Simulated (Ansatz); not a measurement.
This script makes a table of relaxed lattice constants and trends of a series on the Cu3Au structure: MgBe3, Sr3Mg, Ba3Mg with the Python package of Ansatz (0.2.0).

The script, `series_mgbe3.py`:
```python
'''Element substitution on the Cu3Au prototype.'''

import warnings

import ansatz
import numpy as np


def cu3au(A, B, a):
    return (
        ansatz.Lattice.cubic(a)
        .space_group(221)
        .atom(A, (0, 0, 0))
        .atom(B, (0, 0.5, 0.5))
    )


def run_phase(name, crystal, relax=True):
    calc = (
        crystal.calculation()
        .functional('PBEsol')
        .basis(19 * ansatz.Ha)
        .kpoints(spacing=0.33)
        .occupations('cold', width=0.05)
        .stress()
        .band_table()
    )
    if relax:
        calc = calc.relax(force_tolerance=0.03, max_steps=60, cell=True)
    return calc.run(threads=1, backend='cpu')

def bulk_modulus(name, outcome, step=0.015):
    # B = -V dP/dV from the pressures of two uniformly scaled cells, atoms held at their fractions
    pressure = []
    for factor in (1 - step, 1.0, 1 + step):
        cell = ansatz.Crystal(lattice=ansatz.Lattice.of(outcome.lattice.cell_ang * factor ** (1 / 3)))
        for site in outcome.report['lattice']['sites']:
            cell = cell.atom(site['symbol'], site['position_frac'])
        pressure.append(np.trace(run_phase(name, cell, relax=False).report['stress_gpa']) / 3)
    slope, bend = (pressure[0] - pressure[2]) / (2 * step), abs(pressure[0] + pressure[2] - 2 * pressure[1])
    # a jump of mesh or basis between the cells shows as a kink: no modulus then
    return float(slope) if bend < 12 * step**2 * abs(slope) + 0.15 and abs(pressure[1]) < 1.5 else float('nan')

def relaxed_twice(name, crystal):
    # the second pass draws mesh and plane waves anew for the relaxed cell
    first = run_phase(name, crystal)
    again = ansatz.Crystal(lattice=ansatz.Lattice.of(first.lattice.cell_ang))
    for site in first.report['lattice']['sites']:
        again = again.atom(site['symbol'], site['position_frac'])
    return run_phase(name, again)


def volume_per_atom(outcome):
    return abs(np.linalg.det(outcome.lattice.cell_ang)) / len(outcome.lattice.sites)

# the lattice constants below are starting guesses
warnings.simplefilter('ignore', ansatz.DeckWarning)

phases = {}
phases['MgBe3'] = cu3au('Mg', 'Be', 3.99)
phases['Sr3Mg'] = cu3au('Mg', 'Sr', 5.65)
phases['Ba3Mg'] = cu3au('Mg', 'Ba', 5.99)

done = {}
for name, crystal in phases.items():
    try:
        done[name] = relaxed_twice(name, crystal)
    except ansatz.NonConvergedError as error:
        print(name, 'did not converge:', str(error)[:120])

rows = [(name, float(np.linalg.norm(o.lattice.cell_ang[0])), volume_per_atom(o), bulk_modulus(name, o)) for name, o in done.items()]
print('  compound       a (A)  V (A^3/atom)     B (GPa)')
for row in rows:
    print(f'{str(row[0]):>10}  {row[1]:10.3f}  {row[2]:12.3f}  {row[3]:10.0f}')
```

Rank the compounds by their relaxed volume per atom.

From smallest to largest: MgBe3 (11.27 Å³), Sr3Mg (42.93 Å³) and Ba3Mg (47.14 Å³). The largest is 318 % above the smallest.

The output:

```console
$ python series_mgbe3.py
  compound       a (A)  V (A^3/atom)     B (GPa)
     MgBe3       3.559        11.274          85
     Sr3Mg       5.558        42.928          16
     Ba3Mg       5.734        47.144          14
```

What to keep in mind:
- For the metals among these phases the mesh is modest: differences between phases can be off by up to 40 meV an atom.
- The bulk modulus is taken at fixed shape and positions, an upper value where these are free.
- Pressure is positive in compression.
- The cells are built on a prototype by substitution; a member may or may not take this structure in nature.
- The whole script took 74 s on 1 thread of Arm Neoverse V2 (shared host), peak memory 0.55 GiB.

(Lines on the test bed's own set-up are left out of the output.)
